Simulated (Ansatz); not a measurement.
# TaRu (210): surface energy and levels, part 2 of 3

The task, for TaRu: find the bulk's equilibrium cell, then compute energy, relaxation and work function or band edges of the (210) face.

Ansatz 0.2.0; DFT PBEsol, scalar-relativistic, plane waves, PAW. The steps go on from the part before.

## Step 5: The (210) slab

Miller indices refer to the conventional cell of the relaxed bulk, P4/mmm (No. 123): a = 3.023 Å, b = 3.023 Å, c = 3.387 Å, α = 90.00°, β = 90.00°, γ = 90.00°.

Cut from the relaxed bulk: a (210) slab, 10.1 Å thick as cut, with 15 Å of vacuum; its outer planes are Ru (top) and Ta (bottom).

The slab as cut. Layers, bottom to top:

```csv
plane,atoms per cell,height over the lowest (Å)
1,Ta,0.00
2,Ru,0.68
3,Ta,1.35
4,Ru,2.03
5,Ta,2.70
6,Ru,3.38
7,Ta,4.06
8,Ru,4.73
9,Ta,5.41
10,Ru,6.08
11,Ta,6.76
12,Ru,7.44
13,Ta,8.11
14,Ru,8.79
15,Ta,9.46
16,Ru,10.14
```

## Step 6: Single point on the unrelaxed (210) slab

The cell repeats along c, and a dipole correction in the vacuum removes the field between the copies.

Contents of input.yaml:

```yaml
crystal:
  lattice:
    - [3.3872292518, 0.0, 0.0]
    - [0.0, 6.7606544076, 0.0]
    - [0.0, 0.0, 25.1409816114]
  atoms:
    - { symbol: Ta, position: [0.5, 0.7, 0.2983177076] }
    - { symbol: Ru, position: [0.0, 0.4, 0.3252086799] }
    - { symbol: Ta, position: [0.5, 0.1, 0.3520996522] }
    - { symbol: Ru, position: [0.0, 0.8, 0.3789906245] }
    - { symbol: Ta, position: [0.5, 0.5, 0.4058815969] }
    - { symbol: Ru, position: [0.0, 0.2, 0.4327725692] }
    - { symbol: Ta, position: [0.5, 0.9, 0.4596635415] }
    - { symbol: Ru, position: [0.0, 0.6, 0.4865545138] }
    - { symbol: Ta, position: [0.5, 0.3, 0.5134454862] }
    - { symbol: Ru, position: [0.0, 0.0, 0.5403364585] }
    - { symbol: Ta, position: [0.5, 0.7, 0.5672274308] }
    - { symbol: Ru, position: [0.0, 0.4, 0.5941184031] }
    - { symbol: Ta, position: [0.5, 0.1, 0.6210093755] }
    - { symbol: Ru, position: [0.0, 0.8, 0.6479003478] }
    - { symbol: Ta, position: [0.5, 0.5, 0.6747913201] }
    - { symbol: Ru, position: [0.0, 0.2, 0.7016822924] }
basis:
  ecutwfc: 420
kpoints:
  mp_grid: { grid: [10, 5, 1] }
hamiltonian:
  xc: pbesol
scf:
  occupations: { method: gaussian, width: 0.1 }
output:
  forces: true
  eigenvalues: true
efield:
  axis: 3
  dipole_correction: true
  ramp_width: 0.04
```

Started as:

```
> ansatz run input.yaml --threads 8 --pin off --max-ram 15360MiB --backend cpu --events-out ev --progress --plain --runs-dir out
```

The program printed:

```text
Warning: RAYON_NUM_THREADS=8 ignored (pool sized by the plan → 8); use --threads N
Engine: ansatz 0.2.0, x86_64-unknown-linux-gnu
Pseudopotentials: kind: paw
Pseudopotential: Ta, paw, valence charge 13, recommended cutoff 420 eV (normal), Ta.paw.azcp
Pseudopotential: Ru, paw, valence charge 16, recommended cutoff 420 eV (normal), Ru.paw.azcp
Functional definition: PBEsol
  exchange = pbesol_x
  correlation = pbesol_c
Crystal: 16 atoms, lattice volume = 575.726 Å³
Basis set: ecut = 420 eV, 11285 PW (Γ), exchange–correlation on 48×96×360 points (8 copies of the dense FFT grid, shifted against one another)
Bands: 140, of which v1, the nominal top of the filled ones, is band 116 counted from 1 (115 counted from 0)
Symmetry: 2 space group operations
Space group: Pm (ITA 6), of the structure as read, at distance tolerance 8.3e-5 Å
k-points: 18 of 50 (time reversal used)
Non-local potential: Ta, projectors of the file, l = 0: 3, l = 1: 2, l = 2: 2, l = 3: 1
Non-local potential: Ru, projectors of the file, l = 0: 3, l = 1: 2, l = 2: 2, l = 3: 1
PAW form: soft (Blöchl's): semilocal exchange-correlation on the pseudo side does not see the compensation charge
PAW frozen core: Ta, regenerated for the run's functional, and the local potential with it (the file was generated under x = pbe(κ = 0.804, μ = 0.2195149727645171), c = pbe(β = 0.06672455060314922))
PAW frozen core: Ru, regenerated for the run's functional, and the local potential with it (the file was generated under x = pbe(κ = 0.804, μ = 0.2195149727645171), c = pbe(β = 0.06672455060314922))
PAW one-centre angular grid: Ta, 590 points (default); XC on 64 Gauss nodes
PAW one-centre angular grid: Ru, 590 points (default); XC on 64 Gauss nodes
Initial density: superposition of atomic densities (neutral atoms: chi_scale 0, normalization atom), corrected by the library's trained network
Initial wavefunctions: pseudopotential atomic-orbital guess
Functional: x = pbesol(κ = 0.804, μ = 0.12345679012345678), c = pbesol(β = 0.046)
SCF iter   1: F=—  HF=-124979.257931 eV  |F-HF|=—  |Δ(HF+E_count)|=         —  Δρ=9.74e-3  dr2=3.59e0  ethr=1.77e-3  p=0.019 e·Å  D=5.86e-3 V/Å  ΔV_dip=-0.15 eV  dr2_dipole=8.04e-2  V_vac-E_F(+/−)=4.11/4.25 eV  ⟨swp⟩=8.8  Hψ=12129  notcnv=0
efield: sawtooth ramp at fractional position 0.9800 (placed from the atoms, in the widest stretch of the axis that holds none; the zero of the levels goes with the place), width 0.0400; the density the first Hamiltonian is built on has a dipole p = 0.019 e·Å; the dipole correction subtracts the counter field D = 5.86e-3 V/Å, which shifts the + side's vacuum level by -0.15 eV against the − side's; the planar-averaged density in the ramp window peaks in size at 1.8e-5 e/Å³
preconditioner: auto → LDOS  [metal: Δε(μ)=0.010 eV  Ē_g=4.210 eV  σ=0.100 eV  W_gap=0.06  n_scr=132 (ndim 8)  ℏωp=15.8 eV  f_vac=0.491  D(μ)=21.48/eV (n_scr^D=170)  β→1.0]
SCF iter   2: F=—  HF=-124979.159466 eV  |F-HF|=—  |Δ(HF+E_count)|=   9.85e-2  Δρ=5.24e-3  dr2=2.48e-1  ethr=1.55e-3  p=0.007 e·Å  D=2.27e-3 V/Å  ΔV_dip=-0.06 eV  dr2_dipole=4.34e-2  V_vac-E_F(+/−)=4.28/4.33 eV  ⟨swp⟩=2.0  Hψ=3064  notcnv=0  defer=212
SCF iter   3: F=—  HF=-124979.143970 eV  |F-HF|=—  |Δ(HF+E_count)|=   1.55e-2  Δρ=1.73e-3  dr2=5.09e-2  ethr=1.07e-4  p=0.007 e·Å  D=2.22e-3 V/Å  ΔV_dip=-0.06 eV  dr2_dipole=3.29e-3  V_vac-E_F(+/−)=4.26/4.31 eV  ⟨swp⟩=2.1  Hψ=3403  notcnv=0  defer=217
SCF iter   4: F=—  HF=-124979.141681 eV  |F-HF|=—  |Δ(HF+E_count)|=   2.29e-3  Δρ=4.16e-4  dr2=3.85e-3  ethr=2.19e-5  p=0.005 e·Å  D=1.55e-3 V/Å  ΔV_dip=-0.04 eV  dr2_dipole=9.80e-5  V_vac-E_F(+/−)=4.26/4.30 eV  ⟨swp⟩=2.0  Hψ=3062  notcnv=0  defer=217
SCF iter   5: F=—  HF=-124979.141557 eV  |F-HF|=—  |Δ(HF+E_count)|=   1.24e-4  Δρ=1.28e-4  dr2=2.79e-4  ethr=1.66e-6  p=0.004 e·Å  D=1.36e-3 V/Å  ΔV_dip=-0.03 eV  dr2_dipole=1.03e-5  V_vac-E_F(+/−)=4.26/4.30 eV  ⟨swp⟩=2.0  Hψ=3204  notcnv=0  defer=217
SCF iter   6: F=—  HF=-124979.141584 eV  |F-HF|=—  |Δ(HF+E_count)|=   2.67e-5  Δρ=4.13e-5  dr2=2.48e-5  ethr=1.20e-7  p=0.004 e·Å  D=1.19e-3 V/Å  ΔV_dip=-0.03 eV  dr2_dipole=7.40e-7  V_vac-E_F(+/−)=4.26/4.29 eV  ⟨swp⟩=2.0  Hψ=3073  notcnv=0  defer=217
SCF iter   7: F=—  HF=-124979.141671 eV  |F-HF|=—  |Δ(HF+E_count)|=   8.74e-5  Δρ=1.40e-5  dr2=2.83e-6  ethr=1.07e-8  p=0.004 e·Å  D=1.10e-3 V/Å  ΔV_dip=-0.03 eV  dr2_dipole=5.88e-9  V_vac-E_F(+/−)=4.26/4.29 eV  ⟨swp⟩=2.3  Hψ=3475  notcnv=0  defer=87
SCF iter   8: F=—  HF=-124979.141673 eV  |F-HF|=—  |Δ(HF+E_count)|=   1.76e-6  Δρ=6.01e-6  dr2=4.04e-7  ethr=1.22e-9  p=0.003 e·Å  D=1.06e-3 V/Å  ΔV_dip=-0.03 eV  dr2_dipole=7.84e-10  V_vac-E_F(+/−)=4.26/4.29 eV  ⟨swp⟩=2.2  Hψ=3509  notcnv=0  defer=87
SCF iter   9: F=-124979.141673 eV  HF=-124979.141673 eV  |F-HF|=3.92e-8  |Δ(HF+E_count)|=   1.91e-7  Δρ=2.01e-6  dr2=3.99e-8  ethr=4.31e-11  p=0.003 e·Å  D=1.04e-3 V/Å  ΔV_dip=-0.03 eV  dr2_dipole=1.32e-12  V_vac-E_F(+/−)=4.26/4.29 eV  ⟨swp⟩=14.4  Hψ=12654  notcnv=0
SCF 1 converged in 9 iterations: F = -124979.141673 eV  dr2 = 3.99e-8
SCF converged after 9 iterations
Free energy (F): -124979.141673 eV
Harris-Foulkes:  -124979.141673 eV  (|F-HF|=3.92e-8)
Internal energy: -124979.031134 eV  (E = F + TS)
E sigma→0 (E₀):  -124979.086404 eV
Entropy (-TS):   -0.110539 eV (-6.909 meV/atom)
Fermi energy:    6.966615 eV
Dipole field:    D = 0.001046 V/Å  (p = 0.003328 e·Å, saw-weighted, corrected)
Work function:   Φ+ = 4.2601 eV   Φ− = 4.2864 eV
Levels:          The Fermi level and band energies are counted from a zero that moves with the ramp; work functions are not
--- Per-component energies (eV) ---
  E_band       = -4678.910387
  E_kinetic    = 7027.436446
  E_local      = -303355.214973  (includes V_loc(G=0)·N_el)
  E_nonlocal   = 2901.554470
  E_hartree    = 147486.923460
  E_xc         = -3239.204342
  E_vxc        = -3523.301487  (∫ρ·V_xc dr)
  E_paw        = -93376.958579  (= ΣΔE_a)
  E_vpaw       = -2703.183215  (= ΣTr[D̂ρ^β])
  E_aug_tail   = -0.000470  (compensation charges beyond the density's cutoff)
  E_efield     = 0.000002  (sawtooth field / dipole correction)
  E_vefield    = -0.008481  (∫n·V_field dr)
  E_ewald      = 117572.697311
  E_core_change = 3.735540  (= ΣΔE_core)
  E_smearing   = -0.110539  (= −TS)
  E_closure    = -0.000000  (closes the sum)
  Σ components = -124979.141673   (vs F -124979.141673, Δ=0.00e0)
--- Forces (eV/Å), atoms counted from 1 ---
  atom   1  Ta     0.00000000    -0.58725201     1.69937972
  atom   2  Ru     0.00000000     0.96783421     0.82828244
  atom   3  Ta     0.00000000     0.04477686    -0.99049487
  atom   4  Ru     0.00000000     0.07680100    -0.83017645
  atom   5  Ta     0.00000000    -0.36358830    -1.05782749
  atom   6  Ru     0.00000000    -0.22194733     0.00818744
  atom   7  Ta     0.00000000     0.16977079     0.15279373
  atom   8  Ru     0.00000000    -0.04310235     0.07110082
  atom   9  Ta     0.00000000     0.00933455    -0.26602804
  atom  10  Ru     0.00000000     0.34728735    -0.18075714
  atom  11  Ta     0.00000000     0.11520715     0.69801134
  atom  12  Ru     0.00000000    -0.18251587     0.57319330
  atom  13  Ta     0.00000000    -0.33095196     1.82559052
  atom  14  Ru     0.00000000    -0.54468329    -0.40523575
  atom  15  Ta     0.00000000    -0.54364409     0.28498978
  atom  16  Ru     0.00000000     1.08671339    -2.41112818
  max |Σ_I F_I| component: 1.19e-4 eV/Å
--- Band table (eV; the first three rows and the last of 18) ---
  k-point 0: bands = ["-65.9313", "-65.8993", "-65.8612", "-65.8469", "-65.8120", "-65.4269", "-65.4059", "-65.1322", "-61.6531", "-61.6321", "-61.3692", "-61.3311", "-61.3054", "-61.2932", "-61.2788", "-61.2726", "-36.0373", "-36.0308", "-35.9883", "-35.9636", "-35.9550", "-35.9470", "-35.9448", "-35.9441", "-35.8952", "-35.8897", "-35.8808", "-35.8788", "-35.8515", "-35.8393", "-35.8290", "-35.5336", "-35.4986", "-35.4755", "-35.4671", "-35.3941", "-35.3434", "-35.2835", "-35.1289", "-35.1023", "-28.2655", "-28.2546", "-28.1186", "-28.0903", "-28.0426", "-28.0040", "-27.9692", "-27.9544", "-27.9434", "-27.9282", "-27.8344", "-27.8267", "-27.7963", "-27.7875", "-27.7699", "-27.7591", "-27.7471", "-27.7367", "-27.7283", "-27.6786", "-27.6688", "-27.6399", "-27.6266", "-27.6000", "-1.3762", "-0.2590", "1.0118", "1.2302", "1.3776", "1.4114", "1.5361", "1.7423", "1.8792", "1.9664", "2.0434", "2.1344", "2.3582", "2.3877", "2.6936", "2.8448", "2.9515", "3.0693", "3.0986", "3.2347", "3.3377", "3.3977", "3.5517", "3.7027", "3.7711", "3.8866", "3.8992", "4.0691", "4.0980", "4.3540", "4.4567", "4.4716", "4.6809", "4.6888", "4.7470", "4.8018", "4.9316", "5.0435", "5.1286", "5.2678", "5.3270", "5.3613", "5.4561", "5.5371", "5.7104", "5.7769", "5.8112", "6.1785", "6.2932", "6.5960", "6.7714", "6.9634", "7.1034", "7.1641", "7.2118", "7.3543", "7.4135", "7.5336", "7.6351", "7.7728", "7.9034", "8.0183", "8.0397", "8.1219", "8.2295", "8.4242", "8.4627", "8.5105", "8.5454", "8.6214", "8.7198", "8.7959", "9.0263", "9.0304", "9.0421", "9.1379"]
  k-point 1: bands = ["-65.9312", "-65.8993", "-65.8611", "-65.8470", "-65.8120", "-65.4269", "-65.4059", "-65.1322", "-61.6531", "-61.6321", "-61.3691", "-61.3309", "-61.3058", "-61.2943", "-61.2781", "-61.2722", "-36.0382", "-36.0308", "-35.9889", "-35.9638", "-35.9575", "-35.9466", "-35.9440", "-35.9434", "-35.8950", "-35.8910", "-35.8800", "-35.8795", "-35.8517", "-35.8361", "-35.8290", "-35.5336", "-35.4984", "-35.4756", "-35.4671", "-35.3941", "-35.3434", "-35.2836", "-35.1286", "-35.1023", "-28.2659", "-28.2529", "-28.1080", "-28.0863", "-28.0394", "-28.0049", "-27.9566", "-27.9546", "-27.9436", "-27.9377", "-27.8529", "-27.8231", "-27.7966", "-27.7882", "-27.7749", "-27.7598", "-27.7515", "-27.7366", "-27.7309", "-27.6780", "-27.6652", "-27.6417", "-27.6269", "-27.5954", "-1.1829", "-0.0937", "0.9989", "1.0582", "1.2931", "1.3546", "1.5271", "1.6465", "1.7558", "1.9137", "1.9970", "2.2639", "2.3308", "2.4154", "2.5836", "2.8052", "2.8101", "2.8889", "2.9973", "3.0972", "3.3351", "3.3778", "3.4456", "3.6369", "3.7697", "3.8542", "4.0179", "4.0345", "4.2762", "4.3113", "4.4153", "4.6697", "4.7184", "4.7283", "4.8513", "4.8953", "4.9326", "5.1807", "5.2460", "5.2531", "5.3038", "5.4793", "5.4933", "5.6442", "5.7219", "5.8018", "5.9867", "6.1613", "6.3346", "6.5571", "6.8234", "6.9360", "7.1541", "7.2232", "7.2316", "7.5227", "7.6112", "7.6631", "7.7261", "7.8063", "7.8560", "7.9469", "8.0192", "8.1521", "8.1665", "8.2846", "8.4604", "8.4774", "8.5920", "8.7064", "8.7228", "8.8032", "8.8484", "9.0079", "9.0740", "9.1798"]
  k-point 2: bands = ["-65.9312", "-65.8992", "-65.8610", "-65.8473", "-65.8120", "-65.4269", "-65.4059", "-65.1322", "-61.6532", "-61.6321", "-61.3691", "-61.3304", "-61.3065", "-61.2956", "-61.2772", "-61.2714", "-36.0400", "-36.0305", "-35.9903", "-35.9644", "-35.9585", "-35.9460", "-35.9441", "-35.9439", "-35.8946", "-35.8913", "-35.8805", "-35.8795", "-35.8530", "-35.8310", "-35.8290", "-35.5336", "-35.4981", "-35.4756", "-35.4671", "-35.3941", "-35.3434", "-35.2838", "-35.1280", "-35.1023", "-28.2667", "-28.2505", "-28.0933", "-28.0776", "-28.0206", "-28.0050", "-27.9575", "-27.9548", "-27.9438", "-27.9419", "-27.8759", "-27.8332", "-27.7971", "-27.7892", "-27.7759", "-27.7625", "-27.7534", "-27.7498", "-27.7254", "-27.6768", "-27.6649", "-27.6428", "-27.6237", "-27.5901", "-0.6337", "0.1601", "0.3909", "1.0285", "1.0546", "1.2511", "1.4922", "1.6830", "1.8066", "1.9581", "2.0221", "2.1197", "2.2544", "2.4487", "2.5083", "2.5547", "2.6631", "2.6880", "2.8219", "3.0615", "3.0676", "3.1475", "3.5501", "3.6172", "3.7866", "3.7994", "3.9245", "4.1811", "4.2394", "4.4078", "4.6015", "4.7877", "4.9566", "4.9748", "4.9861", "5.0801", "5.1566", "5.1874", "5.2407", "5.3201", "5.3629", "5.5286", "5.5496", "5.6856", "5.7601", "5.9044", "6.0048", "6.2294", "6.4854", "6.6534", "6.8648", "6.9700", "7.0045", "7.2745", "7.3710", "7.5731", "7.6279", "7.6856", "7.7829", "7.8274", "7.9356", "8.0742", "8.1332", "8.2517", "8.2620", "8.3102", "8.4112", "8.5224", "8.5273", "8.6016", "8.7061", "8.8007", "8.8956", "8.9101", "8.9773", "9.0732"]
  k-point 17: bands = ["-65.9275", "-65.8955", "-65.8574", "-65.8437", "-65.8085", "-65.4235", "-65.4025", "-65.1292", "-61.6489", "-61.6280", "-61.3651", "-61.3266", "-61.3027", "-61.2913", "-61.2725", "-61.2666", "-36.0383", "-36.0269", "-36.0066", "-36.0047", "-35.9834", "-35.9649", "-35.9585", "-35.9581", "-35.9411", "-35.9388", "-35.8906", "-35.8892", "-35.8726", "-35.8459", "-35.8241", "-35.5328", "-35.5294", "-35.5246", "-35.4938", "-35.3893", "-35.3386", "-35.2789", "-35.1556", "-35.1246", "-28.2501", "-28.2354", "-28.0894", "-28.0876", "-28.0799", "-28.0725", "-28.0195", "-27.9824", "-27.9494", "-27.9413", "-27.9310", "-27.9288", "-27.8964", "-27.8836", "-27.8694", "-27.8508", "-27.8187", "-27.8137", "-27.7728", "-27.7383", "-27.6584", "-27.6389", "-27.6203", "-27.5800", "1.0711", "1.4164", "1.4622", "1.5928", "1.8552", "1.8649", "2.0923", "2.2681", "2.3246", "2.5422", "2.7887", "2.9670", "3.0387", "3.1513", "3.3151", "3.4015", "3.4985", "3.5422", "3.6496", "3.6525", "3.8381", "3.8484", "3.9042", "3.9444", "3.9983", "4.0347", "4.1304", "4.1670", "4.2715", "4.3023", "4.4057", "4.5143", "4.5314", "4.6128", "4.7685", "4.8163", "4.9099", "4.9956", "5.0491", "5.2772", "5.3449", "5.5565", "5.6542", "6.0311", "6.0650", "6.2856", "6.3197", "6.3706", "6.4540", "6.5034", "6.5686", "6.6549", "6.7795", "6.8424", "6.8951", "7.1363", "7.2397", "7.3280", "7.4604", "7.5113", "7.5611", "7.6161", "7.8240", "7.8906", "8.1030", "8.1032", "8.3768", "8.4187", "8.6430", "8.7327", "8.9629", "9.2655", "9.3841", "9.4019", "9.6024", "9.6496"]
```

Wall time 7.3 s (8 threads of AMD EPYC 9R45 (Zen 5), shared host); peak memory 3.3 GiB.

From the log: work function 4.26 eV (top face), 4.29 eV (bottom face).

[end of part 2 of 3]
